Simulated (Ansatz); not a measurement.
# TbPIr2: the cost of one run

Program: Ansatz 0.2.0. Level of theory: DFT PBE, scalar-relativistic, plane waves, PAW; 4f electrons in the core of a trivalent norm-conserving potential. These are calculated values, not measurements.

### Step 1. The structure to begin with

Symmetry: Cmmm, No. 65, orthorhombic system. The conventional cell has a = 4.267 Å, b = 4.606 Å, c = 8.704 Å, α = 90.00°, β = 90.00°, γ = 90.00°. Around Tb (site symmetry mmm) lie 2 Ir at 2.44 Å. Around P (site symmetry mmm) lie 2 Ir at 1.91 Å. Ir (site symmetry mm2) has 1 P at 1.91 Å in its first shell of neighbours.

Coordinates:

```cif
data_structure
_symmetry_space_group_name_H-M 'P 1'
_symmetry_Int_Tables_number 1
_cell_length_a 3.1392
_cell_length_b 3.1392
_cell_length_c 8.7043
_cell_angle_alpha 90.000
_cell_angle_beta 90.000
_cell_angle_gamma 94.371
_cell_volume 85.53
loop_
_atom_site_label
_atom_site_type_symbol
_atom_site_fract_x
_atom_site_fract_y
_atom_site_fract_z
_atom_site_occupancy
Tb1 Tb 0.50000 0.50000 0.00000 1
P1 P 0.50000 0.50000 0.50000 1
Ir1 Ir 0.50000 0.50000 0.28039 1
Ir2 Ir 0.50000 0.50000 0.71961 1
```

A structure generator made this guess: random cell by space group and Wyckoff sites (Cmmm, No. 65). The dimensions are guesses.

### Step 2. The guess as it stands, on a coarse mesh

Input file input.yaml:

```yaml
crystal:
  lattice:
    - [2.13348105, -2.30279532, 0.0]
    - [2.13348105, 2.30279532, 0.0]
    - [0.0, 0.0, 8.70428729]
  atoms:
    - { symbol: Tb, position: [0.5, 0.5, 0.0] }
    - { symbol: P, position: [0.5, 0.5, 0.5] }
    - { symbol: Ir, position: [0.5, 0.5, 0.28038957] }
    - { symbol: Ir, position: [0.5, 0.5, 0.71961043] }
basis:
  ecutwfc: 690
kpoints:
  mp_grid: { grid: [6, 6, 2] }
hamiltonian:
  xc: pbe
  pseudopotentials:
    kind: paw
    azcp: { Tb: "pseudopotentials/pbe/nc/lanthanide_3plus/Tb.nc.azcp" }
scf:
  occupations: { method: gaussian, width: 0.1 }
  lower_state_search: "off"
output:
  forces: true
  stress: true
  eigenvalues: true
```

The run is started by

```bash
$ ansatz run input.yaml --threads 1 --pin off --max-ram 2560MiB --backend cpu --events-out ev --progress --plain --runs-dir out
```

What time and memory should one allow on 1 thread of Arm Neoverse V1, shared host?

About 8.3 s, with a peak of 0.4 GiB.
